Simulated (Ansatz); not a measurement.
# Ru2Rh: a closer look at a trial structure, part 3 of 3

Aim: for this structure of Ru2Rh, get its elastic tensor and repeat the electronic structure at other levels of theory.

Ansatz 0.2.0; DFT PBE, scalar-relativistic, plane waves, PAW. Earlier steps stand in the parts before.

**5. Changed: occupations.method cold, occupations.width 0.01, dr2_threshold 1.0e-09**

File input.yaml:

```yaml
crystal:
  lattice:
    - [2.7241359042, 2.89e-08, 0.0]
    - [-1.3620679771, 2.3591708819, 0.0]
    - [0.0, 0.0, 12.9442816]
  atoms:
    - { symbol: Ru, position: [0.3333333333, 0.6666666667, 0.58064] }
    - { symbol: Ru, position: [0.6666666667, 0.3333333333, 0.08064] }
    - { symbol: Ru, position: [0.3333333333, 0.6666666667, 0.91936] }
    - { symbol: Ru, position: [0.6666666667, 0.3333333333, 0.41936] }
    - { symbol: Rh, position: [0.3333333333, 0.6666666667, 0.25] }
    - { symbol: Rh, position: [0.6666666667, 0.3333333333, 0.75] }
basis:
  ecutwfc: 420
kpoints:
  mp_grid: { grid: [18, 18, 4] }
hamiltonian:
  xc: lda
scf:
  occupations: { method: cold, width: 0.01 }
  convergence: { dr2_threshold: 1.0e-09 }
output:
  forces: true
  eigenvalues: true
  stress: true
```

On the command line:

```sh
$ ansatz run input.yaml --threads 4 --pin off --max-ram 8192MiB --backend cpu --events-out ev --progress --plain --runs-dir out
```

The log of the run:

```text
Warning: output.stress: scf.convergence.dr2_threshold = 1e-9 eV is looser than the 6e-10 eV advised for a printed stress (1e-10 eV for each atom of the cell: 6). What an SCF threshold leaves in a stress goes as its square root, and in the free energy as the threshold itself, and one threshold admits the most on a small cell: of the crystals measured, under no hybrid functional and no lock of the moments, on runs that ended without the residual-converged pass, on stresses that held no estimate of that error, the worst erred by over 100 MPa in a component at 1e-7 eV an atom and by under 5 at 1e-10. Set scf.convergence.dr2_threshold to 6e-10 eV or tighter. The threshold is an SCF's pass mark: one that does not reach it within its budget of iterations ends unconverged, or closes short of it on a stop that the run arms, and scf.convergence.dr2_threshold's page says what that costs each kind of run
Warning: RAYON_NUM_THREADS=4 ignored (pool sized by the plan → 4); use --threads N
Engine: ansatz 0.2.0, x86_64-unknown-linux-gnu
Pseudopotentials: kind: paw
Pseudopotential: Ru, paw, valence charge 16, recommended cutoff 420 eV (normal), Ru.paw.azcp
Pseudopotential: Rh, paw, valence charge 17, recommended cutoff 420 eV (normal), Rh.paw.azcp
Functional definition: SPW92
  exchange = slater_x
  correlation = pw_c
Crystal: 6 atoms, lattice volume = 83.189 Å³
Basis set: ecut = 420 eV, 1645 PW (Γ)
Bands: 59, of which v1, the nominal top of the filled ones, is band 49 counted from 1 (48 counted from 0)
Symmetry: 24 space group operations
Space group: P63/mmc (ITA 194), of the structure as read, at distance tolerance 4.4e-5 Å
k-points: 111 of 1296
Non-local potential: Ru, projectors of the file, l = 0: 3, l = 1: 2, l = 2: 2, l = 3: 1
Non-local potential: Rh, projectors of the file, l = 0: 3, l = 1: 2, l = 2: 2, l = 3: 1
PAW form: soft (Blöchl's): semilocal exchange-correlation on the pseudo side does not see the compensation charge
PAW frozen core: Ru, regenerated for the run's functional, and the local potential with it (the file was generated under x = pbe(κ = 0.804, μ = 0.2195149727645171), c = pbe(β = 0.06672455060314922))
PAW frozen core: Rh, regenerated for the run's functional, and the local potential with it (the file was generated under x = pbe(κ = 0.804, μ = 0.2195149727645171), c = pbe(β = 0.06672455060314922))
PAW one-centre angular grid: Ru, 590 points (default); XC on 64 Gauss nodes
PAW one-centre angular grid: Rh, 590 points (default); XC on 64 Gauss nodes
Initial density: superposition of atomic densities (neutral atoms: chi_scale 0, normalization atom), corrected by the library's trained network
Initial wavefunctions: pseudopotential atomic-orbital guess
Functional: x = slater, c = lda
SCF iter   1: F=—  HF=-35590.265726 eV  |F-HF|=—  |Δ(HF+E_count)|=         —  Δρ=1.25e-2  dr2=6.75e-2  ethr=1.77e-3  ⟨swp⟩=5.9  Hψ=20093  notcnv=0
preconditioner: auto → Kerker (q_TF=auto, 2.804 Å⁻¹)  [metal: Δε(μ)=0.007 eV  Ē_g=5.222 eV  σ=0.010 eV  W_gap=0.50  n_scr=28 (ndim 8)  ℏωp=28.8 eV  f_vac=0.000  D(μ)=5.29/eV (n_scr^D=66)]
SCF iter   2: F=—  HF=-35590.256470 eV  |F-HF|=—  |Δ(HF+E_count)|=   9.26e-3  S|Δr|=    0.00e0  Δρ=6.36e-3  dr2=1.75e-2  ethr=6.89e-5  ⟨swp⟩=2.5  Hψ=12343  notcnv=0  defer=328
SCF iter   3: F=—  HF=-35590.252719 eV  |F-HF|=—  |Δ(HF+E_count)|=   3.75e-3  S|Δr|=    0.00e0  Δρ=8.60e-4  dr2=1.12e-3  ethr=1.78e-5  ⟨swp⟩=2.0  Hψ=9670  notcnv=0  defer=328
SCF iter   4: F=—  HF=-35590.252675 eV  |F-HF|=—  |Δ(HF+E_count)|=   4.40e-5  S|Δr|=    0.00e0  Δρ=1.44e-4  dr2=4.55e-5  ethr=1.14e-6  ⟨swp⟩=1.4  Hψ=6887  notcnv=0  defer=328
SCF iter   5: F=—  HF=-35590.252670 eV  |F-HF|=—  |Δ(HF+E_count)|=   5.39e-6  S|Δr|=    0.00e0  Δρ=6.55e-5  dr2=1.22e-5  ethr=4.64e-8  ⟨swp⟩=2.1  Hψ=11040  notcnv=0  defer=328
SCF iter   6: F=—  HF=-35590.252668 eV  |F-HF|=—  |Δ(HF+E_count)|=   1.40e-6  S|Δr|=    0.00e0  Δρ=1.83e-5  dr2=2.15e-7  ethr=1.24e-8  ⟨swp⟩=1.1  Hψ=6259  notcnv=0  defer=328
SCF iter   7: F=—  HF=-35590.252666 eV  |F-HF|=—  |Δ(HF+E_count)|=   1.96e-6  S|Δr|=    0.00e0  Δρ=4.05e-6  dr2=1.37e-8  ethr=2.19e-10  ⟨swp⟩=2.3  Hψ=10569  notcnv=0  defer=328
SCF iter   8: F=-35590.252666 eV  HF=-35590.252666 eV  |F-HF|=6.84e-10  |Δ(HF+E_count)|=   1.34e-9  S|Δr|=    0.00e0  Δρ=8.42e-7  dr2=8.83e-10  ethr=1.02e-12  ⟨swp⟩=6.9  Hψ=28477  notcnv=0
SCF 1 converged in 8 iterations: F = -35590.252666 eV  dr2 = 8.83e-10
SCF converged after 8 iterations
Stability not checked: this state was not tested for a lower state beside it, because cold or Methfessel-Paxton smearing, or corrected tetrahedra, fill the levels in a way that the test cannot read (fill_not_monotonic; see scf.lower_state_search)
Free energy (F): -35590.252666 eV
Harris-Foulkes:  -35590.252666 eV  (|F-HF|=6.84e-10)
Internal energy: -35590.252565 eV  (E = F + TS)
E sigma→0 (E₀):  -35590.252633 eV
Entropy (-TS):   -0.000101 eV (-0.017 meV/atom)
Fermi energy:    22.486574 eV
--- Per-component energies (eV) ---
  E_band       = -450.710484
  E_kinetic    = 3199.107314
  E_local      = -8310.484722  (includes V_loc(G=0)·N_el)
  E_nonlocal   = 2112.515508
  E_hartree    = 2751.837029
  E_xc         = -1197.870766
  E_vxc        = -1509.944643  (∫ρ·V_xc dr)
  E_paw        = -20291.947174  (= ΣΔE_a)
  E_vpaw       = -1445.579539  (= ΣTr[D̂ρ^β])
  E_aug_tail   = 0.000610  (compensation charges beyond the density's cutoff)
  E_ewald      = -13856.942066
  E_core_change = 3.531704  (= ΣΔE_core)
  E_smearing   = -0.000101  (= −TS)
  E_closure    = 0.000000  (closes the sum)
  Σ components = -35590.252666   (vs F -35590.252666, Δ=0.00e0)
--- Forces (eV/Å), atoms counted from 1 ---
  atom   1  Ru     0.00000000     0.00000000    -0.05259879
  atom   2  Ru    -0.00000000    -0.00000000    -0.05259879
  atom   3  Ru     0.00000000     0.00000000     0.05259879
  atom   4  Ru     0.00000000    -0.00000000     0.05259879
  atom   5  Rh     0.00000000     0.00000000     0.00000000
  atom   6  Rh    -0.00000000    -0.00000000     0.00000000
  max |Σ_I F_I| component: 6.94e-18 eV/Å
--- Stress (GPa, compression-positive) ---
      -16.271267      -0.000000       0.000000
       -0.000000     -16.271267       0.000000
        0.000000       0.000000     -16.919148
  P = ⅓ Tr σ = -16.4872 GPa (-164.872 kbar)
--- Band table (eV; the first three rows and the last of 111) ---
  k-point 0: bands = ["-56.2866", "-56.2866", "-50.5816", "-50.5809", "-50.4590", "-50.4583", "-24.3288", "-24.3257", "-23.9276", "-23.9276", "-23.9276", "-23.9276", "-20.9157", "-20.8862", "-20.2777", "-20.2505", "-20.2133", "-20.2133", "-20.2128", "-20.2128", "-20.1087", "-20.1087", "-20.1081", "-20.1081", "14.4052", "15.4756", "15.5030", "16.2532", "16.4702", "16.5354", "19.1199", "19.3298", "19.3298", "19.4713", "19.4713", "19.5544", "19.5544", "19.7127", "19.7419", "19.8038", "19.8038", "19.9034", "19.9034", "20.2991", "20.2991", "20.6811", "20.7322", "20.7322", "20.9339", "21.6479", "21.6479", "22.0075", "22.0075", "22.8048", "22.8048", "23.3438", "23.3438", "23.3755", "23.3755"]
  k-point 1: bands = ["-56.2866", "-56.2866", "-50.5815", "-50.5810", "-50.4589", "-50.4584", "-24.3283", "-24.3262", "-23.9276", "-23.9276", "-23.9276", "-23.9276", "-20.9115", "-20.8907", "-20.2736", "-20.2543", "-20.2133", "-20.2133", "-20.2128", "-20.2128", "-20.1086", "-20.1086", "-20.1082", "-20.1082", "14.4808", "15.0508", "15.9463", "16.2768", "16.4195", "16.5018", "19.1599", "19.3538", "19.3538", "19.5017", "19.5017", "19.5073", "19.5073", "19.6266", "19.7073", "19.7073", "19.7630", "20.0106", "20.0106", "20.1615", "20.2593", "20.2593", "20.8369", "20.8369", "21.4170", "21.4170", "21.6810", "22.2263", "22.2263", "22.7254", "22.7254", "23.2536", "23.3521", "23.3521", "23.3757"]
  k-point 2: bands = ["-56.2866", "-56.2866", "-50.5812", "-50.5812", "-50.4586", "-50.4586", "-24.3272", "-24.3272", "-23.9276", "-23.9276", "-23.9276", "-23.9276", "-20.9013", "-20.9013", "-20.2638", "-20.2638", "-20.2130", "-20.2130", "-20.2130", "-20.2130", "-20.1084", "-20.1084", "-20.1084", "-20.1084", "14.7021", "14.7021", "16.3042", "16.3042", "16.3489", "16.3489", "19.3364", "19.3364", "19.4206", "19.4206", "19.4206", "19.4206", "19.5871", "19.5871", "19.5871", "19.5871", "19.8925", "19.8925", "20.1522", "20.1522", "20.1522", "20.1522", "21.0944", "21.0944", "21.0944", "21.0944", "22.5144", "22.5144", "22.5144", "22.5144", "22.5578", "22.5578", "23.3679", "23.3679", "23.3679"]
  k-point 110: bands = ["-56.2144", "-56.2144", "-50.4091", "-50.4091", "-50.4091", "-50.4091", "-24.2824", "-24.2824", "-24.2746", "-24.2746", "-24.2371", "-24.2371", "-20.7830", "-20.7830", "-20.7730", "-20.7730", "-20.7544", "-20.7544", "-20.5364", "-20.5364", "-20.3529", "-20.3529", "-20.3435", "-20.3435", "17.0906", "17.0906", "17.6951", "17.6951", "17.9438", "17.9438", "17.9593", "17.9593", "18.2722", "18.2722", "18.6113", "18.6113", "19.4152", "19.4152", "19.4539", "19.4539", "19.6105", "19.6105", "20.8255", "20.8255", "21.1796", "21.1796", "22.7197", "22.7197", "22.8640", "22.8640", "23.2717", "23.2717", "23.4295", "23.4295", "29.2200", "29.2200", "29.3699", "29.3699", "29.6391"]
```

Wall time 2.4 s (4 threads of AMD EPYC 9R45 (Zen 5), shared host); peak memory 0.74 GiB.

| run | ending | energy change | pressure (GPa) | gap (eV) | force (eV/Å) | cycles | time |
| --- | --- | --- | --- | --- | --- | --- | --- |
| step 4 | converged | 0 | -16.4 | 0.00 | 0.08 | 6 | 12 s |
| variant | converged | +0.1 meV/atom (σ→0) | -16.5 | 0.00 | 0.05 | 8 | 2.4 s |

Changing the smearing and convergence setting moves the energy by +0.1 meV/atom (σ→0 values), and the largest force goes from 0.08 to 0.05 eV/Å.

**6. The levels side by side**

| level | gap (eV) | pressure (GPa) | CPU time | against the first |
| --- | --- | --- | --- | --- |
| PBE | 0.00 | 0.0 | 51 s | × 1 |
| r2SCAN | 0.00 | -6.5 | 70 s | × 1.4 |
| LDA | 0.00 | -16.4 | 45 s | × 0.88 |

All at the geometry relaxed with the first.

**7. Summary of results**

The summary covers parts 1 to 3.

```
                          quantity                 value
       C11, C12, C44 (relaxed-ion)     511, 175, 125 GPa
       C33, C13, C66 (relaxed-ion)     551, 162, 168 GPa
      B, G, E (Hill) (relaxed-ion)     286, 153, 389 GPa
       Poisson ratio (relaxed-ion)                  0.27
                 Debye temperature                 489 K
                      gap (r2SCAN)          none (metal)
states at the Fermi level (r2SCAN)  5.35 per eV per cell
            Bader charges (r2SCAN)  Ru +0.07, Rh -0.13 e
                         gap (LDA)          none (metal)
   states at the Fermi level (LDA)  5.52 per eV per cell
               Bader charges (LDA)  Ru +0.06, Rh -0.12 e
```

In words: The tensor is positive definite (least eigenvalue 125 GPa), so the crystal resists every homogeneous strain. B/G = 1.87 lies over 1.75, which by Pugh's rule of thumb suggests ductile behaviour; Young's modulus ranges from about 349 to 475 GPa with direction. All levels find a metal. At this fixed cell LDA gives -16.4 GPa, so it would relax to a smaller volume.
